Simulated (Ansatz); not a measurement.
**C4H7Br: basis-set convergence**

An exercise on one series of results from a longer session: the logs are not shown, and one member is left open.

Program: Ansatz 0.2.0, Gaussian basis. Level of theory: one geometry, several basis sets. These are calculated values, not measurements.

Levels to be run: PBE0-D4/def2-SVP; ωB97M-V/def2-SVP; PBE0-D4/def2-QZVPP; ωB97M-V/def2-QZVPP; the functionals' def2-TZVPP values are taken from earlier runs.

### Structure used throughout

All runs share one geometry, relaxed beforehand with PBE0-D4 in a triple-zeta def2 set.

SMILES `C=C(Br)CC`, 12 atoms, charge 0, spin multiplicity 1.

Atoms are counted from 1 here; the program's logs count them from 0.

Bond lengths: C1–C2 1.322 Å, C1–H6 1.085 Å, C1–H7 1.081 Å, C2–Br3 1.905 Å, C2–C4 1.491 Å, C4–C5 1.523 Å, C4–H8 1.095 Å, C4–H9 1.094 Å, C5–H10 1.091 Å, C5–H11 1.092 Å, C5–H12 1.092 Å. Angles: C2–C1–H6 119.3°, C2–C1–H7 122.6°, H6–C1–H7 118.1°, C1–C2–Br3 119.1°, C1–C2–C4 126.3°, Br3–C2–C4 114.6°, C2–C4–C5 113.9°, C2–C4–H8 108.8°, C2–C4–H9 107.2°, C5–C4–H8 109.6°, C5–C4–H9 110.0°, H8–C4–H9 107.0°, C4–C5–H10 111.1°, C4–C5–H11 110.4°, C4–C5–H12 110.9°, H10–C5–H11 108.1°, H10–C5–H12 108.1°, H11–C5–H12 108.3°.

Set-up of the first run:

Contents of in.yaml:

```yaml
crystal:
  periodic: [false, false, false]
  atoms:
    - {symbol: C, position_ang: [0.273659, 1.761124, 0.891528]}
    - {symbol: C, position_ang: [0.527908, 0.489702, 0.631299]}
    - {symbol: Br, position_ang: [2.322310, -0.139230, 0.745392]}
    - {symbol: C, position_ang: [-0.469719, -0.547994, 0.241061]}
    - {symbol: C, position_ang: [-0.283246, -1.080352, -1.173692]}
    - {symbol: H, position_ang: [-0.748167, 2.120638, 0.831612]}
    - {symbol: H, position_ang: [1.046339, 2.466075, 1.166101]}
    - {symbol: H, position_ang: [-0.416258, -1.376258, 0.955230]}
    - {symbol: H, position_ang: [-1.462286, -0.098904, 0.344630]}
    - {symbol: H, position_ang: [0.696569, -1.546052, -1.291585]}
    - {symbol: H, position_ang: [-1.044346, -1.829156, -1.401032]}
    - {symbol: H, position_ang: [-0.365665, -0.274794, -1.906345]}
basis:
  gaussian: {orbitals: def2-SVP}
hamiltonian: {xc: pbe0, dispersion: d4}
output: {orbitals: {seedname: orbitals}}
```

Command:

```sh
> ansatz run in.yaml --threads 4 --pin off --events-out ev --progress --plain --max-ram 10444MiB
```

Among the steps run: PBE0-D4 in def2-SVP; ωB97M-V in def2-SVP; PBE0-D4 in def2-QZVPP; ωB97M-V in def2-QZVPP.

One table of the session follows, with a row left open; its other results are not shown here.

It belongs to the step «Functionals by basis». 

| functional | basis | HOMO (eV) | LUMO (eV) |
| --- | --- | --- | --- |
| PBE0-D4 | def2-SVP | -7.12 | 0.10 |
| PBE0-D4 | def2-TZVPP | -7.21 | -0.13 |
| PBE0-D4 | def2-QZVPP | ? | ? |
| ωB97M-V | def2-SVP | -9.29 | 2.29 |
| ωB97M-V | def2-TZVPP | -9.39 | 1.94 |
| ωB97M-V | def2-QZVPP | -9.40 | 1.65 |

**Question.** Estimate the row for PBE0-D4, def2-QZVPP.

As computed: HOMO (eV): -7.22; LUMO (eV): -0.21. In the column «HOMO (eV)» it lies between ωB97M-V, def2-SVP (-9.29) and PBE0-D4, def2-TZVPP (-7.21).
